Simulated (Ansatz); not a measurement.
# GeH8InN2PSiTe: how energies converge with the basis set

How large a basis does GeH8InN2PSiTe need? Two functionals are run in growing sets.

Program: Ansatz 0.2.0, Gaussian basis. Level of theory: one geometry, several basis sets. These are calculated values, not measurements.

Levels to be run: PBE0-D4/def2-SVP; ωB97M-V/def2-SVP; PBE0-D4/def2-QZVPP; ωB97M-V/def2-QZVPP; the functionals' def2-TZVPP values are taken from earlier runs.

2 further runs of the same task are left out: 1 for a known fault of the program, 1 that didn't finish.

## 1. The relaxed structure

The geometry comes from an earlier relaxation with PBE0-D4 in a triple-zeta def2 set; it is a stationary point, not always the lowest conformer. In, Te take the def2 core potential; no spin-orbit term is included.

SMILES `[NH2][In]([NH2])[Te][SiH]1[PH][GeH2]1`, 15 atoms, charge 0, spin multiplicity 1.

Atoms are counted from 1 here; the program's logs count them from 0.

Bond lengths: N1–In2 2.020 Å, N1–H8 1.010 Å, N1–H9 1.010 Å, In2–N3 2.023 Å, In2–Te4 2.692 Å, N3–H10 1.011 Å, N3–H11 1.010 Å, Te4–Si5 2.477 Å, Si5–P6 2.263 Å, Si5–Ge7 2.313 Å, Si5–H12 1.485 Å, P6–Ge7 2.387 Å, P6–H13 1.425 Å, Ge7–H14 1.532 Å, Ge7–H15 1.532 Å. Angles: In2–N1–H8 116.9°, In2–N1–H9 116.8°, H8–N1–H9 108.9°, N1–In2–N3 118.7°, N1–In2–Te4 117.1°, N3–In2–Te4 124.2°, In2–N3–H10 115.3°, In2–N3–H11 116.4°, H10–N3–H11 108.5°, In2–Te4–Si5 96.6°, Te4–Si5–P6 125.9°, Te4–Si5–Ge7 129.5°, Te4–Si5–H12 107.3°, P6–Si5–Ge7 62.9°, P6–Si5–H12 111.5°, Ge7–Si5–H12 113.6°, Si5–P6–Ge7 59.6°, Si5–P6–H13 92.2° and more.

## 2. PBE0-D4 in def2-SVP

in.yaml

```yaml
crystal:
  periodic: [false, false, false]
  atoms:
    - {symbol: N, position_ang: [-2.852765, 0.376393, 2.510031]}
    - {symbol: In, position_ang: [-1.358693, 0.039039, 1.192476]}
    - {symbol: N, position_ang: [0.453264, 0.868191, 1.543865]}
    - {symbol: Te, position_ang: [-1.928584, -1.500562, -0.941382]}
    - {symbol: Si, position_ang: [0.102069, -0.943596, -2.246596]}
    - {symbol: P, position_ang: [1.106166, 1.082445, -2.340421]}
    - {symbol: Ge, position_ang: [2.307139, -0.827381, -1.559353]}
    - {symbol: H, position_ang: [-2.771175, 1.197045, 3.093513]}
    - {symbol: H, position_ang: [-3.795597, 0.320618, 2.153404]}
    - {symbol: H, position_ang: [0.616652, 1.161470, 2.497829]}
    - {symbol: H, position_ang: [1.256565, 0.343086, 1.227919]}
    - {symbol: H, position_ang: [-0.069463, -1.529700, -3.599848]}
    - {symbol: H, position_ang: [0.753070, 1.382142, -0.992654]}
    - {symbol: H, position_ang: [2.703585, -0.728661, -0.082331]}
    - {symbol: H, position_ang: [3.477757, -1.240540, -2.456441]}
basis:
  gaussian: {orbitals: def2-SVP}
hamiltonian: {xc: pbe0, dispersion: d4}
output: {orbitals: {seedname: orbitals}}
```

Run with:

```sh
$ ansatz run in.yaml --threads 4 --pin off --events-out ev --progress --plain --max-ram 66560MiB --backend cpu
```

After this run come: ωB97M-V in def2-SVP; PBE0-D4 in def2-QZVPP; ωB97M-V in def2-QZVPP.

Before running them: what should the planned runs give, taken together? Wanted: PBE0-D4: double and triple zeta above quadruple; ωB97M-V: double and triple zeta above quadruple.

**Answer**, as computed:

| quantity | value |
| --- | --- |
| PBE0-D4: double and triple zeta above quadruple | 19.57, 2.05 eV |
| ωB97M-V: double and triple zeta above quadruple | 19.63, 1.98 eV |

**Reading.** For PBE0-D4 the step from double to triple zeta gains 17.52 eV and the next only 2.05 eV. These are total energies; as a rule much of such shifts cancels in differences, which this series doesn't test.
